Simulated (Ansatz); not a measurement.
Geometry optimisation, DFT PBE, scalar-relativistic, plane waves, PAW in Ansatz 0.2.0.

Input:

```yaml
crystal:
  lattice:
    - [5.048742, 0.0, 0.0]
    - [2.524371, 4.372339, 0.0]
    - [0.0, 0.0, 17.776426]
  atoms:
    - { symbol: H, position: [0.1666667, 0.1666667, 0.0562543] }
    - { symbol: H, position: [0.6666667, 0.1666667, 0.0562543] }
    - { symbol: H, position: [0.1666667, 0.6666667, 0.0562543] }
    - { symbol: H, position: [0.6666667, 0.6666667, 0.0562543] }
    - { symbol: C, position: [0.1666667, 0.1666667, 0.118134] }
    - { symbol: C, position: [0.6666667, 0.1666667, 0.118134] }
    - { symbol: C, position: [0.1666667, 0.6666667, 0.118134] }
    - { symbol: C, position: [0.6666667, 0.6666667, 0.118134] }
    - { symbol: C, position: [-0.1666667, 0.3333333, 0.147121] }
    - { symbol: C, position: [0.3333333, 0.3333333, 0.147121] }
    - { symbol: C, position: [-0.1666667, 0.8333333, 0.147121] }
    - { symbol: C, position: [0.3333333, 0.8333333, 0.147121] }
    - { symbol: C, position: [-0.1666667, 0.3333333, 0.234082] }
    - { symbol: C, position: [0.3333333, 0.3333333, 0.234082] }
    - { symbol: C, position: [-0.1666667, 0.8333333, 0.234082] }
    - { symbol: C, position: [0.3333333, 0.8333333, 0.234082] }
    - { symbol: C, position: [0.0, 0.0, 0.2630689] }
    - { symbol: C, position: [0.5, 0.0, 0.2630689] }
    - { symbol: C, position: [0.0, 0.5, 0.2630689] }
    - { symbol: C, position: [0.5, 0.5, 0.2630689] }
    - { symbol: H, position: [0.0, 0.5, 0.3249487] }
    - { symbol: H, position: [0.5, 0.5, 0.3249487] }
    - { symbol: W, position: [0.8628605, 0.3286102, 0.4053923] }
basis:
  ecutwfc: 420.0
kpoints:
  mp_grid: { grid: [3, 3, 1] }
hamiltonian:
  xc: pbe
  pseudopotentials: { kind: paw, azcp: { folder: soft_1 } }
scf:
  occupations: { method: gaussian, width: 0.02 }
  lower_state_search: "off"
relax:
  f_tol: 0.03
  max_steps: 60
  adjacent_minimum: "off"
  constraints: [{ sites: [0, 1, 2, 3, 4, 5, 6, 7, 8, 9, 10, 11] }]
output:
  write_density: true
  write_potential: true
  elf: true
  volumetric_format: npy
```

Command:

```bash
$ ansatz run input.yaml --threads 2 --pin off --max-ram 5120MiB --backend cpu --events-out ev --progress --plain --runs-dir out
```

Task: Where does it end, and by what steps?

Result: It converged. The force dipped under the threshold on the way, but the program's further checks kept it going. Limits of this set-up: coarse k mesh, thin slab, slab without dipole correction. After 28 steps the energy has fallen by 5.622 eV; H21 moved furthest, 2.59 Å. Parted: C19–H21 (1.10 → 3.55 Å), H22–W23 (2.14 → 2.95 Å). Joined: C14–W23 (3.87 → 2.51 Å), C16–W23 (3.90 → 2.51 Å), C18–W23 (3.76 → 2.10 Å).

```json
{"step": "0", "energy less start (eV)": "0.0000", "largest force component (eV/Å)": "3.070", "accepted": "yes"}
{"step": "1", "energy less start (eV)": "-0.8799", "largest force component (eV/Å)": "2.282", "accepted": "yes"}
{"step": "2", "energy less start (eV)": "-1.5753", "largest force component (eV/Å)": "2.393", "accepted": "yes"}
{"step": "3", "energy less start (eV)": "-2.1509", "largest force component (eV/Å)": "1.956", "accepted": "yes"}
{"step": "4", "energy less start (eV)": "-2.5089", "largest force component (eV/Å)": "1.206", "accepted": "yes"}
{"step": "5", "energy less start (eV)": "-2.7369", "largest force component (eV/Å)": "0.837", "accepted": "yes"}
{"step": "6", "energy less start (eV)": "-2.8243", "largest force component (eV/Å)": "0.495", "accepted": "yes"}
{"step": "7", "energy less start (eV)": "-3.0034", "largest force component (eV/Å)": "0.861", "accepted": "yes"}
{"step": "8", "energy less start (eV)": "-3.2953", "largest force component (eV/Å)": "1.040", "accepted": "yes"}
{"step": "9", "energy less start (eV)": "-3.5813", "largest force component (eV/Å)": "0.883", "accepted": "yes"}
{"step": "10", "energy less start (eV)": "-3.8307", "largest force component (eV/Å)": "0.730", "accepted": "yes"}
{"step": "11", "energy less start (eV)": "-4.0388", "largest force component (eV/Å)": "0.637", "accepted": "yes"}
{"step": "12", "energy less start (eV)": "-4.1955", "largest force component (eV/Å)": "0.457", "accepted": "yes"}
{"step": "13", "energy less start (eV)": "-4.3114", "largest force component (eV/Å)": "0.398", "accepted": "yes"}
{"step": "14", "energy less start (eV)": "-4.4006", "largest force component (eV/Å)": "0.345", "accepted": "yes"}
{"step": "15", "energy less start (eV)": "-4.4919", "largest force component (eV/Å)": "0.458", "accepted": "yes"}
{"step": "16", "energy less start (eV)": "-4.6122", "largest force component (eV/Å)": "0.513", "accepted": "yes"}
{"step": "17", "energy less start (eV)": "-4.7847", "largest force component (eV/Å)": "0.811", "accepted": "yes"}
{"step": "18", "energy less start (eV)": "-5.0315", "largest force component (eV/Å)": "1.067", "accepted": "yes"}
{"step": "19", "energy less start (eV)": "-5.3130", "largest force component (eV/Å)": "0.650", "accepted": "yes"}
{"step": "20", "energy less start (eV)": "-5.4134", "largest force component (eV/Å)": "0.920", "accepted": "yes"}
{"step": "21", "energy less start (eV)": "-5.4820", "largest force component (eV/Å)": "0.631", "accepted": "yes"}
{"step": "22", "energy less start (eV)": "-5.5353", "largest force component (eV/Å)": "0.252", "accepted": "yes"}
{"step": "23", "energy less start (eV)": "-5.5770", "largest force component (eV/Å)": "0.250", "accepted": "yes"}
{"step": "24", "energy less start (eV)": "-5.6124", "largest force component (eV/Å)": "0.132", "accepted": "yes"}
{"step": "25", "energy less start (eV)": "-5.3979", "largest force component (eV/Å)": "1.793", "accepted": "no"}
{"step": "26", "energy less start (eV)": "-5.6206", "largest force component (eV/Å)": "0.069", "accepted": "yes"}
{"step": "27", "energy less start (eV)": "-5.6221", "largest force component (eV/Å)": "0.022", "accepted": "yes"}
{"step": "28", "energy less start (eV)": "-5.6221", "largest force component (eV/Å)": "0.022", "accepted": "yes"}
```

```xyz
23
Lattice="5.0487 0.0000 0.0000 2.5244 4.3723 0.0000 0.0000 0.0000 17.7764" Properties=species:S:1:pos:R:3
H 1.262 0.729 1.000
H 3.787 0.729 1.000
H 2.524 2.915 1.000
H 5.049 2.915 1.000
C 1.262 0.729 2.100
C 3.787 0.729 2.100
C 2.524 2.915 2.100
C 5.049 2.915 2.100
C 0.000 1.457 2.615
C 2.524 1.457 2.615
C 1.262 3.644 2.615
C 3.787 3.644 2.615
C -0.006 1.461 4.157
C 2.531 1.461 4.157
C 1.263 3.644 4.280
C 3.787 3.636 4.157
C 0.004 0.003 4.684
C 2.521 0.002 4.683
C 1.262 2.182 4.684
C 3.787 2.186 4.642
H 1.273 0.728 7.920
H 3.787 2.186 5.756
W 6.315 0.728 6.196
```

Whether the end is a true minimum wasn't checked by a vibrational analysis.

Run time: 71 s on 2 threads of AMD EPYC 9R45 96-Core Processor (Zen 5), on a shared host, peak memory 0.76 GiB.
